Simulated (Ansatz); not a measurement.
**CH5GeNSe: how energies converge with the basis set**

An exercise on one series of results from a longer session: the logs are not shown, and one member is left open.

Method: one geometry, several basis sets; program: Ansatz 0.2.0, Gaussian basis.

Plan: PBE0-D4/def2-SVP; ωB97M-V/def2-SVP; PBE0-D4/def2-QZVPP; ωB97M-V/def2-QZVPP; the functionals' def2-TZVPP values are taken from earlier runs.

### The geometry

All runs share one geometry, relaxed beforehand with PBE0-D4 in a triple-zeta def2 set.

SMILES `[NH2][GeH2][CH]=[Se]`, 9 atoms, charge 0, spin multiplicity 1.

Atoms are counted from 1 here; the program's logs count them from 0.

Bond lengths: N1–Ge2 1.829 Å, N1–H5 1.012 Å, N1–H6 1.012 Å, Ge2–C3 1.967 Å, Ge2–H7 1.538 Å, Ge2–H8 1.538 Å, C3–Se4 1.752 Å, C3–H9 1.092 Å. Angles: Ge2–N1–H5 112.8°, Ge2–N1–H6 112.8°, H5–N1–H6 107.2°, N1–Ge2–C3 113.3°, N1–Ge2–H7 108.4°, N1–Ge2–H8 108.4°, C3–Ge2–H7 107.9°, C3–Ge2–H8 107.9°, H7–Ge2–H8 111.0°, Ge2–C3–Se4 123.6°, Ge2–C3–H9 118.5°, Se4–C3–H9 117.9°.

Set-up of the first run:

File in.yaml:

```yaml
crystal:
  periodic: [false, false, false]
  atoms:
    - {symbol: N, position_ang: [-0.302819, 0.912762, -1.367414]}
    - {symbol: Ge, position_ang: [0.768050, -0.000501, -0.198729]}
    - {symbol: C, position_ang: [-0.222873, -0.797814, 1.302187]}
    - {symbol: Se, position_ang: [-1.957033, -0.654505, 1.504507]}
    - {symbol: H, position_ang: [-1.006380, 0.324747, -1.795815]}
    - {symbol: H, position_ang: [-0.784787, 1.689154, -0.932721]}
    - {symbol: H, position_ang: [1.799092, 0.981590, 0.383115]}
    - {symbol: H, position_ang: [1.461755, -1.139763, -0.964919]}
    - {symbol: H, position_ang: [0.333592, -1.362068, 2.052790]}
basis:
  gaussian: {orbitals: def2-SVP}
hamiltonian: {xc: pbe0, dispersion: d4}
output: {orbitals: {seedname: orbitals}}
```

Command:

```console
$ ansatz run in.yaml --threads 4 --pin off --events-out ev --progress --plain --max-ram 10444MiB
```

Among the steps run: PBE0-D4 in def2-SVP; ωB97M-V in def2-SVP; PBE0-D4 in def2-QZVPP; ωB97M-V in def2-QZVPP.

One of the session's tables, all rows but one given; the rest of the session is left out.

It belongs to the step «Functionals by basis». 

```
functional       basis  HOMO (eV)  LUMO (eV)
   PBE0-D4    def2-SVP      -6.10      -2.75
   PBE0-D4  def2-TZVPP      -6.24      -2.87
   PBE0-D4  def2-QZVPP      -6.26      -2.90
   ωB97M-V    def2-SVP          ?          ?
   ωB97M-V  def2-TZVPP      -8.38      -0.78
   ωB97M-V  def2-QZVPP      -8.41      -0.81
```

**Question.** Estimate the row for ωB97M-V, def2-SVP.

As computed: HOMO (eV): -8.24; LUMO (eV): -0.59. In the column «HOMO (eV)» it lies between ωB97M-V, def2-TZVPP (-8.38) and PBE0-D4, def2-QZVPP (-6.26).
